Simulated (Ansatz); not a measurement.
# AlGeH5N2: two geometries relaxed

Are the two ends of the inversion of the pyramid at N1 separate minima, and which lies lower? Each is relaxed from a guess. SMILES of the start: [NH2][Al]1[NH][GeH2]1.

All numbers below are computed with Ansatz 0.2.0 (RHF/def2-SVP).

**1. The structure to begin with**

Bond lengths: N1–Al2 1.857 Å, Al2–N3 1.871 Å, Al2–Ge4 2.390 Å, N3–Ge4 1.790 Å, N1–H5 1.079 Å, N1–H6 1.103 Å, N3–H7 1.057 Å, Ge4–H8 1.552 Å, Ge4–H9 1.609 Å. Angles (14 of 15 angles, heavy atoms first): N1–Al2–N3 153.2°, N1–Al2–Ge4 158.8°, N3–Al2–Ge4 47.8°, Al2–N3–Ge4 81.5°, Al2–Ge4–N3 50.7°, Al2–N1–H5 109.2°, Al2–N1–H6 108.5°, Al2–N3–H7 108.8°, Ge4–N3–H7 110.0°, Al2–Ge4–H8 117.2°, Al2–Ge4–H9 117.9°, N3–Ge4–H8 113.0°, N3–Ge4–H9 113.9°, H5–N1–H6 102.8°.

As a file:

```xyz
9

N    -0.3142    2.0161   -1.3353
Al    0.1420    0.5812   -0.2481
N     1.3693   -0.5697    0.5710
Ge   -0.1413   -1.3773    1.0921
H    -0.9338    1.6646   -2.1463
H    -0.9970    2.6762   -0.7744
H     1.8472   -1.1443   -0.1760
H    -0.4003   -2.7142    0.3483
H    -0.4836   -1.1787    2.6516
```

**2. End point A**

Input file input.yaml:

```yaml
crystal:
  periodic: [false, false, false]
  atoms:
    - { symbol: "N", position_ang: [-0.3142, 2.0161, -1.3353] }
    - { symbol: Al, position_ang: [0.142, 0.5812, -0.2481] }
    - { symbol: "N", position_ang: [1.3693, -0.5697, 0.571] }
    - { symbol: Ge, position_ang: [-0.1413, -1.3773, 1.0921] }
    - { symbol: H, position_ang: [-0.9338, 1.6646, -2.1463] }
    - { symbol: H, position_ang: [-0.997, 2.6762, -0.7744] }
    - { symbol: H, position_ang: [1.8472, -1.1443, -0.176] }
    - { symbol: H, position_ang: [-0.4003, -2.7142, 0.3483] }
    - { symbol: H, position_ang: [-0.4836, -1.1787, 2.6516] }
basis:
  gaussian: { orbitals: def2-SVP }
hamiltonian:
  xc: hf
relax:
  f_tol: 0.015
  max_steps: 40
```

The run is started by

```
$ ansatz run input.yaml --threads 1 --pin off --max-ram 2048MiB --backend cpu --events-out ev --progress --plain --runs-dir out
```

Output (excerpt; [...] marks lines left out):

```text
Warning: RAYON_NUM_THREADS=1 ignored (pool sized by the plan → 1); use --threads N
[...]
Functional definition: HF
[...]
1099 factors; integrals over basis functions are off by at most 2.8e-4 eV
[...]
mean field -66086.21024420 eV, -2428.6234316321 hartree, gradient 1.7e-5 eV, S^2 0.000000; 0 other end points of the search recorded, 0 dependent functions left out
[...]
reference -66086.21024420 eV, -2428.6234316321 hartree; 32, 32 occupied and 71, 71 virtual orbitals, 1099 factors
relax step   1: F+E_penalty+E_count = -66086.21024420 eV  Δ(F+E_penalty+E_count) = +0.000e0 eV  max|allowed force component| = 3.660e0 eV/Å  Δτ_max = 0.0000 Å  (38 SCF iters, accepted)
[...]
relax step   4: F+E_penalty+E_count = -66087.88644427 eV  Δ(F+E_penalty+E_count) = -2.876e-1 eV  max|allowed force component| = 1.021e0 eV/Å  Δτ_max = 0.2000 Å  (32 SCF iters, accepted)
[...]
relax step   7: F+E_penalty+E_count = -66088.07368994 eV  Δ(F+E_penalty+E_count) = -5.847e-2 eV  max|allowed force component| = 3.877e-1 eV/Å  Δτ_max = 0.2000 Å  (32 SCF iters, accepted)
[...]
relax step  10: F+E_penalty+E_count = -66088.16083428 eV  Δ(F+E_penalty+E_count) = -1.016e-2 eV  max|allowed force component| = 1.369e-1 eV/Å  Δτ_max = 0.2000 Å  (33 SCF iters, accepted)
[...]
relax step  12: F+E_penalty+E_count = -66088.16294882 eV  Δ(F+E_penalty+E_count) = -3.416e-4 eV  max|allowed force component| = 1.560e-2 eV/Å  Δτ_max = 0.0209 Å  (28 SCF iters, accepted)
[...]
relax step  13: F+E_penalty+E_count = -66088.16298152 eV  Δ(F+E_penalty+E_count) = -3.269e-5 eV  max|allowed force component| = 3.542e-3 eV/Å  Δτ_max = 0.0047 Å  (27 SCF iters, accepted)
1099 factors; integrals over basis functions are off by at most 4.0e-4 eV
mean field -66088.16298152 eV, -2428.6951934050 hartree, gradient 1.1e-5 eV, S^2 0.000000; 1 other end points of the search recorded, 0 dependent functions left out
[...]
reference -66088.16298152 eV, -2428.6951934050 hartree; 32, 32 occupied and 71, 71 virtual orbitals, 1099 factors
Total energy: -66088.16298152 eV, -2428.6951934050 hartree
Atom 0 at    -0.544511     1.924888    -1.235371 Å, force    -0.000065     0.002764    -0.002123 eV/Å
Atom 1 at    -0.187353     0.485680    -0.289141 Å, force    -0.000336    -0.003542     0.002477 eV/Å
Atom 2 at     1.073676    -0.680203     0.041668 Å, force     0.000388     0.000461    -0.000832 eV/Å
Atom 3 at    -0.289500    -1.363266     1.174843 Å, force    -0.000482     0.000203    -0.000677 eV/Å
Atom 4 at     0.091364     2.375610    -1.865893 Å, force     0.000017    -0.000256     0.000254 eV/Å
Atom 5 at    -1.418117     2.415285    -1.222563 Å, force    -0.000175     0.000918    -0.000017 eV/Å
Atom 6 at     1.998923    -1.031586    -0.103623 Å, force     0.001180     0.000478     0.000024 eV/Å
Atom 7 at    -0.731521    -2.795174     0.816080 Å, force    -0.000403    -0.000815     0.001385 eV/Å
Atom 8 at     0.095338    -1.377332     2.666900 Å, force    -0.000124    -0.000210    -0.000492 eV/Å
Dipole moment:    -0.014052     0.433375    -0.326582 e Å
```

Wall time 31 s (1 thread of AMD EPYC 7B13 (Zen 3), shared host); peak memory 0.23 GiB.

Relaxation path:

```
step  energy from step 1 (eV)  largest force component (eV/Å)
   1                   0.0000                          3.6605
   2                  -0.9606                          2.4905
   3                  -1.3886                          1.4516
   4                  -1.6762                          1.0214
   5                  -1.7693                          0.4139
   6                  -1.8050                          1.3725
   7                  -1.8634                          0.3877
   8                  -1.9026                          0.3222
   9                  -1.9404                          0.1991
  10                  -1.9506                          0.1369
  11                  -1.9524                          0.0271
  12                  -1.9527                          0.0156
  13                  -1.9527                          0.0035
```

Step 1 is the start.

After: Bond lengths: N1–Al2 1.759 Å, Al2–N3 1.749 Å, Al2–Ge4 2.361 Å, N3–Ge4 1.900 Å, N1–H5 1.003 Å, N1–H6 1.002 Å, N3–H7 1.000 Å, Ge4–H8 1.541 Å, Ge4–H9 1.541 Å. Angles (14 of 15 angles, heavy atoms first): N1–Al2–N3 142.5°, N1–Al2–Ge4 164.9°, N3–Al2–Ge4 52.5°, Al2–N3–Ge4 80.5°, Al2–Ge4–N3 47.0°, Al2–N1–H5 125.3°, Al2–N1–H6 124.8°, Al2–N3–H7 150.9°, Ge4–N3–H7 128.6°, Al2–Ge4–H8 126.6°, Al2–Ge4–H9 126.6°, N3–Ge4–H8 113.6°, N3–Ge4–H9 113.7°, H5–N1–H6 109.9°.

**3. End point B**

The second end starts from a geometry with the move made by hand.

Edit input.yaml of step 2 so:

```diff
@@ -7,4 +7,4 @@
     - { symbol: Ge, position_ang: [-0.1413, -1.3773, 1.0921] }
-    - { symbol: H, position_ang: [-0.9338, 1.6646, -2.1463] }
-    - { symbol: H, position_ang: [-0.997, 2.6762, -0.7744] }
+    - { symbol: H, position_ang: [0.14921, 1.89086, -2.30212] }
+    - { symbol: H, position_ang: [0.17855, 2.92179, -0.94354] }
     - { symbol: H, position_ang: [1.8472, -1.1443, -0.176] }
```

The run is started by

```
$ ansatz run input.yaml --threads 1 --pin off --max-ram 2048MiB --backend cpu --events-out ev --progress --plain --runs-dir out
```

Output (excerpt; [...] marks lines left out):

```text
Warning: RAYON_NUM_THREADS=1 ignored (pool sized by the plan → 1); use --threads N
[...]
[... 1 set-up line as earlier in the session ...]
[...]
1099 factors; integrals over basis functions are off by at most 2.8e-4 eV
[...]
mean field -66086.20135209 eV, -2428.6231048530 hartree, gradient 1.5e-5 eV, S^2 0.000000; 0 other end points of the search recorded, 0 dependent functions left out
[...]
reference -66086.20135209 eV, -2428.6231048530 hartree; 32, 32 occupied and 71, 71 virtual orbitals, 1099 factors
relax step   1: F+E_penalty+E_count = -66086.20135209 eV  Δ(F+E_penalty+E_count) = +0.000e0 eV  max|allowed force component| = 3.915e0 eV/Å  Δτ_max = 0.0000 Å  (44 SCF iters, accepted)
[...]
relax step   4: F+E_penalty+E_count = -66087.85565805 eV  Δ(F+E_penalty+E_count) = -2.288e-1 eV  max|allowed force component| = 6.819e-1 eV/Å  Δτ_max = 0.2000 Å  (34 SCF iters, accepted)
[...]
Total energy: -66088.16296823 eV, -2428.6951929167 hartree
Atom 0 at     0.047394     2.028842    -1.295215 Å, force    -0.002822     0.004542    -0.001815 eV/Å
Atom 1 at     0.147957     0.557875    -0.336741 Å, force    -0.006246    -0.011094     0.007766 eV/Å
Atom 2 at     1.225173    -0.755030     0.080787 Å, force     0.008674    -0.001801     0.001954 eV/Å
Atom 3 at    -0.295007    -1.261133     1.100767 Å, force    -0.009649    -0.003219     0.004753 eV/Å
Atom 4 at     0.782352     2.394340    -1.870491 Å, force     0.003021     0.008180    -0.006813 eV/Å
Atom 5 at    -0.756009     2.625305    -1.345767 Å, force     0.001438     0.002316    -0.002245 eV/Å
Atom 6 at     2.108761    -1.217962     0.006296 Å, force     0.002990    -0.000363    -0.002294 eV/Å
Atom 7 at    -0.881596    -2.628732     0.700115 Å, force     0.000995     0.002475     0.000555 eV/Å
Atom 8 at    -0.032163    -1.317755     2.618188 Å, force     0.001599    -0.001037    -0.001860 eV/Å
Dipole moment:     0.066117     0.431689    -0.323185 e Å
```

It took 33 s on 1 thread of AMD EPYC 7B13 (Zen 3), shared host; peak memory 0.24 GiB.

Relaxation path:

```
step  energy from step 1 (eV)  largest force component (eV/Å)
   1                   0.0000                          3.9146
   2                  -1.0068                          2.4219
   3                  -1.4255                          1.3207
   4                  -1.6543                          0.6819
   5                  -1.7354                          1.0094
   6                  -1.7958                          1.1008
   7                  -1.8657                          0.4785
   8                  -1.9152                          0.2688
   9                  -1.9299                          0.4231
  10                  -1.9416                          0.7688
  11                  -1.9592                          0.1739
  12                  -1.9613                          0.0395
  13                  -1.9615                          0.0286
  14                  -1.9616                          0.0111
```

Step 1 is the start.

After: Bond lengths: N1–Al2 1.759 Å, Al2–N3 1.749 Å, Al2–Ge4 2.360 Å, N3–Ge4 1.899 Å, N1–H5 1.002 Å, N1–H6 1.002 Å, N3–H7 1.000 Å, Ge4–H8 1.541 Å, Ge4–H9 1.541 Å. Angles (14 of 15 angles, heavy atoms first): N1–Al2–N3 142.5°, N1–Al2–Ge4 165.0°, N3–Al2–Ge4 52.5°, Al2–N3–Ge4 80.5°, Al2–Ge4–N3 47.0°, Al2–N1–H5 125.2°, Al2–N1–H6 124.8°, Al2–N3–H7 150.9°, Ge4–N3–H7 128.6°, Al2–Ge4–H8 126.7°, Al2–Ge4–H9 126.6°, N3–Ge4–H8 113.7°, N3–Ge4–H9 113.7°, H5–N1–H6 110.0°.

**4. Results**

```
                           quantity                     value
                              end A  12 moves, 1.953 eV lower
                              end B  13 moves, 1.962 eV lower
largest difference between the ends                    0.00 Å
            end B relative to end A                 +0.000 eV
```

In words: The two relaxations end at one structure, within 0.00 Å: no second minimum was found from this start, which doesn't rule one out.
